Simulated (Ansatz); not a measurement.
# GeAsH (singlet): from Hartree-Fock to the top rungs, cc-pVDZ

How much of the correlation energy of GeAsH (singlet) does each wave-function method recover here?

Method: cc-pVDZ, core rule «outside noble gas», up to 28 orbitals frozen; program: Ansatz 0.2.0, Gaussian basis.

Plan: UHF; CCSD(T) on RHF; CCSD(T) on UHF; BCCD(T) on RHF; CISD; CCSDT(Q) on RHF; CCSDT(Q) on UHF; CCSDTQ on RHF; CCSDTQ on UHF; CASSCF and MRCISD+Q, 10 electrons in 9 orbitals; CASSCF and NEVPT4(SD), 10 electrons in 9 orbitals; CASSCF and NEVPT2, 10 electrons in 9 orbitals.

3 further runs of the same task are left out: 3 set aside as unsound or not needed.

### 1 The geometry

The geometry is a PBE0/def2-TZVP stationary point (not a proven minimum) of the parent state, kept for this charge and spin. No spin-orbit coupling is included. The filled d shell of Ge, As may be among the frozen orbitals whatever the setting's name suggests; the logs give the count.

3 atoms, charge 0, spin multiplicity 1.

Atoms are counted from 1 here; the program's logs count them from 0.

Bond lengths: Ge1–As2 2.430 Å, Ge1–H3 1.598 Å. Angles: As2–Ge1–H3 91.8°.

Geometry (Å):

```xyz
3
charge 0, multiplicity 1
Ge    0.00000   -0.03684    1.22460
As    0.00000    0.01474   -1.20491
H     0.00000    1.55901    1.30814
```

### 2 UHF

in.yaml reads:

```yaml
crystal:
  periodic: [false, false, false]
  atoms:
    - {symbol: Ge, position_ang: [0.000000, -0.036838, 1.224603]}
    - {symbol: As, position_ang: [0.000000, 0.014742, -1.204908]}
    - {symbol: H, position_ang: [0.000000, 1.559010, 1.308135]}
basis:
  gaussian: {orbitals: cc-pVDZ}
magnetization: {spin_polarized: true, initial_magnetization: 0}
hamiltonian: {xc: hf}
output: {orbitals: {seedname: orbitals}}
```

The run is started by

```bash
$ ansatz run in.yaml --threads 1 --pin off --events-out ev --progress --plain --max-ram 4096MiB --backend cpu
```

The runs that follow: CCSD(T) on RHF; CCSD(T) on UHF; BCCD(T) on RHF; CISD; CCSDT(Q) on RHF; CCSDT(Q) on UHF; CCSDTQ on RHF; CCSDTQ on UHF; CASSCF and MRCISD+Q, 10 electrons in 9 orbitals; CASSCF and NEVPT4(SD), 10 electrons in 9 orbitals; CASSCF and NEVPT2, 10 electrons in 9 orbitals.

**Question.** What will the summary of the whole plan be? Wanted: UCCSDTQ below the RHF energy; RMP2 from UCCSDTQ; UMP2 from UCCSDTQ; RCCSD from UCCSDTQ; RCCSD(T) from UCCSDTQ; UCCSD(T) from UCCSDTQ; RCCSDT(Q) from UCCSDTQ; UCCSDT(Q) from UCCSDTQ; NEVPT2 valence from UCCSDTQ.

As calculated:

```
                         quantity                                                    value
     UCCSDTQ below the RHF energy                                               -6.0156 eV
                RMP2 from UCCSDTQ                                          +35.88 kcal/mol
                UMP2 from UCCSDTQ                                          +37.93 kcal/mol
               RCCSD from UCCSDTQ                                           +9.89 kcal/mol
            RCCSD(T) from UCCSDTQ                                           +2.33 kcal/mol
            UCCSD(T) from UCCSDTQ                                           +3.37 kcal/mol
           RCCSDT(Q) from UCCSDTQ                                           -0.96 kcal/mol
           UCCSDT(Q) from UCCSDTQ                                           -0.45 kcal/mol
      NEVPT2 valence from UCCSDTQ                                          +18.62 kcal/mol
  NEVPT4(SD) valence from UCCSDTQ                                           +1.41 kcal/mol
    MRCISD+Q valence from UCCSDTQ                                           -0.20 kcal/mol
levels within 1 kcal/mol (43 meV)  RCCSDT, RCCSDT(Q), UCCSDT(Q), RCCSDTQ, MRCISD+Q valence
                    T1 diagnostic                                                    0.079
   effectively unpaired electrons                                                     0.41
```

What this shows: RCCSD(T) misses by +2.33 kcal/mol, 1.7 % of the correlation energy. CCSD(T) misses by +2.33 kcal/mol on the restricted determinant and by +3.37 kcal/mol on the unrestricted one; the two need not hold the same state or core. The occupations show some static correlation. Of the multireference levels listed MRCISD+Q valence comes nearest in total energy (-0.20 kcal/mol), which doesn't show that its space is the better one. Coupled cluster took another determinant than the lowest Hartree-Fock one. These misses are within one basis, not against nature.
